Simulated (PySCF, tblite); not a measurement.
# C₆H₁₁N: dynamics, then NMR shifts on frames

Aim: move C₆H₁₁N (`C1CC(N2CC2)C1`) away from its starting geometry and see how NMR shifts follow the geometry.

Programs: tblite 0.8.0 and PySCF 2.14.0, with density-fitted response routines of our own. Each step states its level of theory. These are calculated values for one molecule in the gas phase, unless marked as measured. Atoms are numbered from 0 throughout.

## Step 1: The molecule as given

18 atoms, charge 0, multiplicity 1; geometry from: GFN2-xTB.

Bonds of the start (Å): C0–C1 1.54, C1–C2 1.54, C2–N3 1.44, N3–C4 1.44, C4–C5 1.48, C2–C6 1.54, C6–C0 1.54, C5–N3 1.44, C0–H7 1.09, C0–H8 1.09, C1–H9 1.09, C1–H10 1.09, C2–H11 1.10, C4–H12 1.09, C4–H13 1.08, C5–H14 1.09, C5–H15 1.08, C6–H16 1.09, C6–H17 1.09.

## Step 2: A short Langevin run with GFN2-xTB

The job: settings as JSON, then the geometry in Å.

```
{"job": {"kind": "md", "xc": "GFN2-xTB", "basis": "xTB", "temperature": 400, "steps": 2000, "every": 50, "frames": 5}, "charge": 0, "multiplicity": 1}
C      2.209702    -0.428222     0.315685
C      1.042569    -1.157991    -0.365337
C      0.057764    -0.179426     0.300600
N     -0.846712     0.463529    -0.612362
C     -2.141400    -0.131612    -0.819479
C     -1.999230     1.133170    -0.067842
C      1.249091     0.694565     0.733957
H      2.614842    -0.976358     1.163764
H      3.027510    -0.132119    -0.336792
H      1.040693    -1.043027    -1.446192
H      0.915166    -2.208400    -0.113277
H     -0.468057    -0.630567     1.159127
H     -2.396330    -1.029363    -0.264626
H     -2.503223    -0.113127    -1.837714
H     -2.156287     1.108509     1.006222
H     -2.258776     2.070131    -0.539835
H      1.270854     0.985578     1.781775
H      1.333065     1.581048     0.110673
```

With the program's defaults for keys left out, this is: GFN2-xTB Langevin dynamics, gas phase.

Run with:

```
$ OMP_NUM_THREADS=1 python probes_run.py task.json out
```

The driver reads the jobs from task.json and runs them one after another.

The log of the run:

```text
t/fs     T/K      E/eV
    0.0   339.3   -580.63073
   25.0   242.4   -580.08207
   50.0   299.9   -580.14898
   75.0   311.7   -580.01854
  100.0   241.5   -579.80164
  125.0   371.2   -580.01933
  150.0   303.0   -579.96938
  175.0   292.8   -579.86711
  200.0   432.1   -580.09404
  225.0   302.8   -579.82029
  250.0   422.5   -580.05419
  275.0   369.3   -579.83801
  300.0   473.9   -579.80799
  325.0   305.1   -579.44974
  350.0   468.4   -579.79083
  375.0   330.6   -579.52314
  400.0   356.2   -579.68477
  425.0   364.5   -579.76306
  450.0   378.3   -579.87062
  475.0   414.8   -579.96758
  500.0   388.6   -579.62777
  525.0   375.2   -579.48691
  550.0   465.7   -579.90418
  575.0   365.3   -579.66765
  600.0   323.9   -579.79535
  625.0   310.3   -579.91177
  650.0   384.2   -579.96066
  675.0   392.9   -579.92976
  700.0   364.4   -579.40951
  725.0   467.1   -579.64392
  750.0   487.5   -579.64642
  775.0   364.6   -579.21894
  800.0   456.7   -579.76598
  825.0   471.3   -579.67175
  850.0   560.1   -579.72380
  875.0   442.7   -579.58828
  900.0   433.1   -579.57590
  925.0   412.9   -579.64910
  950.0   408.1   -579.60356
  975.0   421.2   -579.79669
 1000.0   463.7   -579.85615
```

Wall time 17 s (1 thread of Intel Xeon Platinum 8259CL at 2.50GHz, shared host); peak memory 0.19 GiB.

Distance from the start (root mean square after alignment): 0 fs 0.00 Å, 200 fs 0.21 Å, 400 fs 0.28 Å, 600 fs 0.21 Å, 800 fs 0.42 Å, 1000 fs 0.49 Å.

Positions (Å) and forces (eV/Å) at 1000 fs:

```xyz
18

C     1.773   -2.349   -0.234   -0.705    1.813    1.580
C     0.247   -2.266    0.078    0.257    0.461    0.545
C     0.483   -0.797    0.454   -2.106    1.963    1.056
N     0.052    0.097   -0.659    0.753   -1.855    0.175
C    -1.258    0.626   -0.634   -1.516    0.734   -0.368
C    -0.068    1.510   -0.470   -0.439   -1.012    0.942
C     1.970   -0.969    0.571   -0.813   -2.682   -0.978
H     2.217   -3.119    0.320    0.803   -1.318    0.223
H     2.122   -2.255   -1.231   -0.143   -0.184   -0.759
H    -0.482   -2.255   -0.716    0.037   -0.675   -0.419
H    -0.081   -2.949    0.924    0.448    0.917   -1.022
H    -0.019   -0.414    1.437    0.465   -0.498   -1.070
H    -1.881    0.505    0.302    0.443   -0.057   -1.209
H    -1.824    0.703   -1.643    0.855   -0.409    1.845
H     0.138    1.791    0.561    0.052    0.762   -0.330
H     0.219    2.066   -1.324    0.469    0.697   -0.138
H     2.259   -1.199    1.575    0.268    0.134    0.537
H     2.595   -0.279    0.107    0.871    1.208   -0.611
```

## Step 3: Shielding tensors: 250 fs, PBE0/pcSseg-1

The job: settings as JSON, then the geometry in Å.

```
{"job": {"kind": "nmr", "xc": "PBE0", "basis": "pcSseg-1", "pop": false}, "charge": 0, "multiplicity": 1}
C      1.859500    -1.046100     0.880200
C      0.589300    -1.749800     0.347800
C     -0.204100    -0.432500     0.454200
N     -0.685700     0.066400    -0.759500
C     -1.944100    -0.157600    -1.331900
C     -1.477400     1.212100    -0.864000
C      1.081400     0.239600     0.995100
H      2.239900    -1.519700     1.780000
H      2.665600    -0.998300     0.164100
H      0.610000    -2.028100    -0.724800
H      0.208700    -2.642200     0.842800
H     -1.022200    -0.514500     1.214300
H     -2.844500    -0.458700    -0.848100
H     -2.003900    -0.385900    -2.379500
H     -1.910800     1.483100     0.081900
H     -1.223100     1.962700    -1.541600
H      1.089200     0.670100     2.046300
H      1.317100     0.976700     0.228700
```

With the program's defaults for keys left out, this is: GIAO PBE0/pcSseg-1 NMR shielding, non-relativistic, gas phase.

The log of the run:

```text
coarse grid: 14400 points
cycle   1  E = -289.4481859334  dE =  1.159e+00  |g| = 3.681e-01  |ddm| = 3.782e+00
cycle   2  E = -289.4413361463  dE =  6.850e-03  |g| = 4.193e-01  |ddm| = 7.999e-01
cycle   3  E = -289.4857385644  dE = -4.440e-02  |g| = 5.198e-02  |ddm| = 4.439e-01
cycle   4  E = -289.4861567854  dE = -4.182e-04  |g| = 2.551e-02  |ddm| = 5.596e-02
cycle   5  E = -289.4862873456  dE = -1.306e-04  |g| = 6.003e-03  |ddm| = 2.426e-02
cycle   6  E = -289.4862943383  dE = -6.993e-06  |g| = 1.703e-03  |ddm| = 6.266e-03
final grid: 137336 points
cycle   7  E = -289.5281691101  dE = -4.424e-05  |g| = 8.763e-03  |ddm| = 3.607e-02
cycle   8  E = -289.5281594833  dE =  9.627e-06  |g| = 1.084e-02  |ddm| = 1.796e-02
cycle   9  E = -289.5281890823  dE = -2.960e-05  |g| = 8.361e-04  |ddm| = 1.002e-02
cycle  10  E = -289.5281892209  dE = -1.386e-07  |g| = 2.615e-04  |ddm| = 8.641e-04
cycle  11  E = -289.5281892343  dE = -1.341e-08  |g| = 6.027e-05  |ddm| = 2.243e-04
cycle  12  E = -289.5281892350  dE = -6.897e-10  |g| = 2.481e-05  |ddm| = 7.558e-05
converged SCF energy = -289.5281892350

GIAO shielding tensors (ppm)
atom      isotropic    diamagn.    paramagn.     s11        s22        s33       span
  0 C      172.795     250.462     -77.666    164.164    165.199    189.023     24.859
  1 C      156.017     250.811     -94.794    137.593    146.743    183.716     46.123
  2 C      129.533     245.327    -115.795    113.176    118.916    156.506     43.330
  3 N      215.513     321.561    -106.048    128.604    250.814    267.119    138.515
  4 C      169.921     250.854     -80.933    116.919    176.328    216.515     99.596
  5 C      167.925     253.857     -85.931    120.520    169.501    213.755     93.235
  6 C      155.838     247.760     -91.921    143.555    147.897    176.064     32.509
  7 H       29.963      29.502       0.461     26.499     27.162     36.228      9.729
  8 H       29.600      29.850      -0.250     26.035     26.968     35.798      9.763
  9 H       28.973      30.894      -1.921     25.351     28.569     32.999      7.648
 10 H       29.274      30.889      -1.615     25.622     27.403     34.795      9.173
 11 H       29.281      32.013      -2.732     24.622     29.338     33.883      9.261
 12 H       31.095      31.072       0.024     25.732     28.224     39.330     13.598
 13 H       30.688      30.326       0.361     23.644     26.962     41.457     17.813
 14 H       31.836      31.953      -0.117     26.100     29.154     40.255     14.155
 15 H       30.983      31.980      -0.997     24.837     27.046     41.067     16.230
 16 H       28.170      29.274      -1.104     23.863     26.832     33.816      9.953
 17 H       29.196      31.272      -2.077     25.205     29.530     32.851      7.646
```

Wall time 29 s (1 thread of Intel Xeon Platinum 8259CL at 2.50GHz, shared host); peak memory 0.79 GiB.

Shifts follow as δ = σ(reference) − σ, with reference shieldings (ppm) from runs at the same level and on the same kind of geometry: ¹H TMS 31.72, ¹³C TMS 186.9, ¹⁵N NH3 267.7. The references are single molecules in the gas phase, so shifts against H2O, NH3, PH3, H3PO4 or CFCl3 are not on the usual liquid scales and can be off by tens of ppm. Each atom is listed at this fixed geometry, with no averaging over motion; a spectrum would average atoms that exchange fast.

| atoms | environment | σ (ppm) | δ (ppm) |
| --- | --- | --- | --- |
| C2 | sp3 CH bonded to N | 129.5 | 57.4 |
| C6 | sp3 CH2 in a ring | 155.8 | 31.1 |
| C1 | sp3 CH2 in a ring | 156.0 | 30.9 |
| C5 | aziridine ring carbon | 167.9 | 19.0 |
| C4 | aziridine ring carbon | 169.9 | 17.0 |
| C0 | sp3 CH2 in a ring | 172.8 | 14.1 |
| H16 | hydrogen on an sp3 CH2 in a ring | 28.17 | 3.55 |
| H9 | hydrogen on an sp3 CH2 in a ring | 28.97 | 2.74 |
| H17 | hydrogen on an sp3 CH2 in a ring | 29.20 | 2.52 |
| H10 | hydrogen on an sp3 CH2 in a ring | 29.27 | 2.44 |
| H11 | hydrogen on an sp3 CH bonded to N | 29.28 | 2.44 |
| H8 | hydrogen on an sp3 CH2 in a ring | 29.60 | 2.12 |
| H7 | hydrogen on an sp3 CH2 in a ring | 29.96 | 1.75 |
| H13 | hydrogen on an aziridine ring carbon | 30.69 | 1.03 |
| H15 | hydrogen on an aziridine ring carbon | 30.98 | 0.73 |
| H12 | hydrogen on an aziridine ring carbon | 31.10 | 0.62 |
| H14 | hydrogen on an aziridine ring carbon | 31.84 | -0.12 |
| N3 | amine nitrogen | 215.5 | 52.2 |

Ring of atoms C0, C1, C2, C6: NICS(0) 2.0, NICS(1) 0.5, NICS(1)zz 5.4 ppm (means of both faces).

Ring of atoms N3, C4, C5: NICS(0) -47.0, NICS(1) -7.8, NICS(1)zz -22.6 ppm (means of both faces; NICS(1) differs between them: -8.8 and -6.8).

In rings of three or four atoms NICS is ruled by the nearby σ bonds, so it says little on aromaticity.

## Step 4: Shielding tensors: 425 fs, PBE0/pcSseg-1

The job: settings as JSON, then the geometry in Å.

```
{"job": {"kind": "nmr", "xc": "PBE0", "basis": "pcSseg-1", "pop": false}, "charge": 0, "multiplicity": 1}
C      1.785400    -1.849000     1.330100
C      0.595800    -2.185200     0.440900
C      0.223800    -0.581800     0.469200
N      0.003100    -0.015000    -0.887500
C     -1.305500     0.292300    -1.312100
C     -0.306400     1.400500    -1.037200
C      1.549800    -0.353000     1.242300
H      1.691600    -2.190300     2.385900
H      2.773100    -2.043900     0.876700
H      0.980300    -2.474200    -0.538900
H     -0.062900    -2.979900     0.888200
H     -0.723400    -0.443800     1.038700
H     -1.990200     0.094300    -0.469900
H     -1.373400     0.012800    -2.340500
H     -0.379900     1.952300    -0.134700
H      0.217100     1.860800    -1.853200
H      1.283400     0.068700     2.235600
H      2.350300     0.198200     0.789700
```

Method: GIAO PBE0/pcSseg-1 NMR shielding, non-relativistic, gas phase.

The log of the run:

```text
coarse grid: 14400 points
cycle   1  E = -289.4351170467  dE =  8.851e-01  |g| = 3.796e-01  |ddm| = 3.732e+00
cycle   2  E = -289.4280237435  dE =  7.093e-03  |g| = 4.323e-01  |ddm| = 8.018e-01
cycle   3  E = -289.4744437410  dE = -4.642e-02  |g| = 5.214e-02  |ddm| = 4.334e-01
cycle   4  E = -289.4748330767  dE = -3.893e-04  |g| = 2.718e-02  |ddm| = 4.876e-02
cycle   5  E = -289.4749797441  dE = -1.467e-04  |g| = 6.685e-03  |ddm| = 2.449e-02
cycle   6  E = -289.4749886529  dE = -8.909e-06  |g| = 1.788e-03  |ddm| = 6.678e-03
final grid: 137336 points
cycle   7  E = -289.5179703283  dE = -4.192e-05  |g| = 8.186e-03  |ddm| = 3.334e-02
cycle   8  E = -289.5179631565  dE =  7.172e-06  |g| = 9.857e-03  |ddm| = 1.615e-02
cycle   9  E = -289.5179880083  dE = -2.485e-05  |g| = 6.409e-04  |ddm| = 8.708e-03
cycle  10  E = -289.5179880921  dE = -8.388e-08  |g| = 2.190e-04  |ddm| = 6.639e-04
cycle  11  E = -289.5179881029  dE = -1.077e-08  |g| = 4.958e-05  |ddm| = 2.076e-04
cycle  12  E = -289.5179881033  dE = -4.230e-10  |g| = 2.448e-05  |ddm| = 6.121e-05
converged SCF energy = -289.5179881033

GIAO shielding tensors (ppm)
atom      isotropic    diamagn.    paramagn.     s11        s22        s33       span
  0 C      167.674     255.258     -87.584    159.582    166.287    177.153     17.571
  1 C      147.749     247.219     -99.470    129.010    137.443    176.795     47.785
  2 C      104.583     243.563    -138.979     84.160     89.268    140.322     56.162
  3 N      211.539     321.362    -109.823    120.821    231.638    282.157    161.336
  4 C      155.743     257.971    -102.228    110.056    167.032    190.143     80.087
  5 C      168.749     255.683     -86.934    121.368    167.979    216.901     95.533
  6 C      160.078     247.219     -87.141    141.009    154.515    184.712     43.703
  7 H       29.031      29.004       0.026     25.573     26.853     34.666      9.093
  8 H       28.821      28.956      -0.135     25.310     26.398     34.755      9.445
  9 H       28.722      30.632      -1.911     25.853     28.143     32.170      6.317
 10 H       28.277      29.210      -0.933     24.477     26.905     33.449      8.972
 11 H       29.172      32.578      -3.406     25.911     28.626     32.978      7.067
 12 H       30.433      31.860      -1.427     25.026     29.039     37.233     12.207
 13 H       29.742      31.340      -1.598     22.586     26.322     40.316     17.730
 14 H       31.683      33.543      -1.860     26.226     29.766     39.057     12.831
 15 H       30.794      31.689      -0.895     24.084     26.792     41.506     17.422
 16 H       28.741      30.440      -1.698     25.084     27.236     33.905      8.821
 17 H       29.600      31.568      -1.968     25.797     29.093     33.910      8.114
```

It took 28 s on 1 thread of Intel Xeon Platinum 8259CL at 2.50GHz, shared host; peak memory 0.82 GiB.

This run: δ C2 82.3, C1 39.2, C4 31.2, C6 26.8, H10 3.44, H9 3.00 ppm.

[end of part 1 of 2]
